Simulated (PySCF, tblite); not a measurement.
# C₇H₁₆N₂: geometry, infrared bands and NMR shifts

Wanted: the infrared bands and NMR shifts of C₇H₁₆N₂ (`CCN1NCCC[C@H]1C`), by calculation.

Computed with tblite 0.8.0 and PySCF 2.14.0, with density-fitted response routines of our own, on a single molecule in the gas phase. Atoms are numbered from 0 throughout.

## (1) Starting geometry

25 atoms, charge 0, multiplicity 1; geometry from: force field or distance geometry start.

Bonds of the start (Å): C0–C1 1.49, C1–N2 1.43, N2–N3 1.43, N3–C4 1.43, C4–C5 1.51, C5–C6 1.51, C6–C7 1.52, C7–C8 1.53, C7–N2 1.44, C0–H9 1.11, C0–H10 1.11, C0–H11 1.09, C1–H12 1.09, C1–H13 1.14, N3–H14 1.04, C4–H15 1.10, C4–H16 1.12, C5–H17 1.10, C5–H18 1.10, C6–H19 1.13, C6–H20 1.10, C7–H21 1.11, C8–H22 1.09, C8–H23 1.09, C8–H24 1.12.

## (2) Optimising the geometry with GFN2-xTB

What the job is given:

```
{"job": {"kind": "relax", "xc": "GFN2-xTB", "basis": "xTB"}, "charge": 0, "multiplicity": 1}
C      2.764800     0.522600     0.495000
C      1.843300    -0.607800     0.210400
N      0.472300    -0.397300     0.571200
N     -0.134200    -1.635600     0.193600
C     -1.506100    -1.763500     0.565000
C     -2.317300    -0.804500    -0.277800
C     -1.708200     0.562300    -0.074400
C     -0.200000     0.578400    -0.255100
C      0.173800     2.004500     0.139500
H      3.717000     0.096100     0.884500
H      2.407400     1.241200     1.257300
H      3.017700     0.992100    -0.459600
H      1.934600    -1.027500    -0.793500
H      2.177900    -1.455800     0.897300
H      0.035700    -1.806800    -0.818500
H     -1.652300    -1.650400     1.651800
H     -1.835800    -2.781500     0.236400
H     -2.345900    -1.058600    -1.349400
H     -3.335400    -0.771000     0.144600
H     -1.894600     0.887500     0.989400
H     -2.224500     1.278300    -0.733100
H      0.044200     0.468300    -1.328400
H      1.054600     2.390500    -0.371000
H      0.179200     2.126200     1.224100
H     -0.679100     2.636600    -0.211600
```

Started as:

```
OMP_NUM_THREADS=1 python probes_run.py task.json out
```

This one command runs all jobs of the session in turn.

**Question.** This job is followed by: GFN2-xTB harmonic vibrations, gas phase; GIAO PBE0/pcSseg-1 NMR shielding, non-relativistic, gas phase. What will the session give for the following? strongest single infrared mode (GFN2-xTB); zero-point energy (GFN2-xTB); ¹³C shifts against TMS (PBE0/pcSseg-1); ¹H shifts against TMS (PBE0/pcSseg-1, means over atoms taken as alike); ¹⁵N shifts against NH3 (PBE0/pcSseg-1).

As calculated:

| quantity | value |
| --- | --- |
| strongest single infrared mode (GFN2-xTB) | 2717 cm⁻¹, 122 km/mol |
| zero-point energy (GFN2-xTB) | 142.3 kcal/mol |
| ¹³C shifts against TMS (PBE0/pcSseg-1) | 64.7, 57.4, 53.0, 39.1, 32.9, 24.0, 20.5 ppm |
| ¹H shifts against TMS (PBE0/pcSseg-1, means over atoms taken as alike) | 3.03, 3.03, 2.84, 2.64, 1.81, 1.71, 1.53, 1.52, 1.37, 1.12, 1.12, 1.01 ppm |
| ¹⁵N shifts against NH3 (PBE0/pcSseg-1) | 134.5, 125.7 ppm |

**Reading.** Relaxing lowered the energy by 0.865 eV in 118 steps; the close pair that moved most is C1–H13, from 1.141 to 1.093 Å. No mode is imaginary among the 69: a minimum at this level. The strongest single mode, at 2717 cm⁻¹, moves mainly H21. Unscaled tight-binding wavenumbers are off by several per cent, some by more. Its intensities can rank the bands wrongly. C7 (sp3 CH bonded to N) lies farthest downfield among carbon, at 64.7 ppm; pulled downfield by the heteroatom. At PBE0/pcSseg-1: Shielding is most anisotropic at N3 (span 96 ppm, paramagnetic term -187 ppm).
